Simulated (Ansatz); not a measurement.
Write a Python script for the Ansatz DFT code, driven from Python that makes a rigid torsion scan of CH₅FSeSi, SMILES C[SiH](F)[SeH]. Use (for the species named): PBE, def2-SVP basis, multiplicity 1.

```xyz
9

C     0.0360    0.5396   -1.0136
Si    0.3743   -0.7045    0.2686
F     1.7545   -0.2648    1.0728
Se   -1.2760   -0.8219    1.7476
H    -0.9383    0.2913   -1.5795
H    -0.1570    1.5854   -0.5373
H     0.8543    0.6514   -1.7432
H     0.6079   -1.9901   -0.3857
H    -1.1672    0.6673    2.1533
```

The script, `torsion.py`:
```python
"""Energy of CH5FSeSi as one group turns about a bond."""

import logging
import sys

import ansatz as az
from ase import Atoms

logging.basicConfig(stream=sys.stdout, format="%(levelname)s %(message)s")
log = logging.getLogger("run")
log.setLevel(logging.INFO)

SETTINGS = {
    "basis_set": "def2-SVP",
    "xc": "pbe",
    "force_tol": 0.02,
}

atoms = Atoms(["C", "Si", "F", "Se", "H", "H", "H", "H", "H"], positions=[
    (0.036, 0.5396, -1.0136),
    (0.3743, -0.7045, 0.2686),
    (1.7545, -0.2648, 1.0728),
    (-1.276, -0.8219, 1.7476),
    (-0.9383, 0.2913, -1.5795),
    (-0.157, 1.5854, -0.5373),
    (0.8543, 0.6514, -1.7432),
    (0.6079, -1.9901, -0.3857),
    (-1.1672, 0.6673, 2.1533),
])

# start the scan from a relaxed geometry
first = (
    az.Crystal.molecule_from_ase(atoms).calculation()
    .basis(gaussian=SETTINGS["basis_set"])
    .functional(SETTINGS["xc"])
    .accuracy("medium")
    .scf(lower_state_search="off")
    .relax(force_tolerance=SETTINGS["force_tol"], max_steps=80)
)
atoms.positions = first.run(threads=1).report["positions_ang"]

start = atoms.get_dihedral(2, 1, 0, 4)
energies = {}
for turn in range(0, 121, 15):
    turned = atoms.copy()
    turned.set_dihedral(2, 1, 0, 4, start + turn, indices=[0, 4, 5, 6])
    calculation = (
        az.Crystal.molecule_from_ase(turned).calculation()
        .basis(gaussian=SETTINGS["basis_set"])
        .functional(SETTINGS["xc"])
        .accuracy("medium")
        .scf(lower_state_search="off")
    )
    energies[round((start + turn) % 360)] = calculation.run(threads=1).report["free_energy_ev"]
floor = min(energies.values())
log.info("dihedral F2-Si1-C0-H4 (deg)   E - E(min) (kJ/mol)")
for angle, e in sorted(energies.items()):
    log.info(f"{angle:8d} {96.485332 * (e - floor):14.3f}  " + "#" * int(30 * (e - floor) / max(max(energies.values()) - floor, 1e-9)))
```

Running `python torsion.py` prints:
```text
INFO dihedral F2-Si1-C0-H4 (deg)   E - E(min) (kJ/mol)
INFO      177          0.000
INFO      192          0.878  ####
INFO      207          3.019  ##############
INFO      222          5.198  #########################
INFO      237          6.155  ##############################
INFO      252          5.313  #########################
INFO      267          3.162  ###############
INFO      282          0.982  ####
INFO      297          0.063
```

Caveats:
- The settings weren't tested for convergence.
- The scan is rigid and the energies are electronic, in a modest basis. With rigid groups the curve can differ much from the relaxed path, the start wasn't checked as a minimum of this torsion, and equivalent turns needn't return to the same energy.
- Wall time of the script: 38 s on 1 thread of Arm Neoverse V1, on a shared host, peak memory 0.21 GiB.
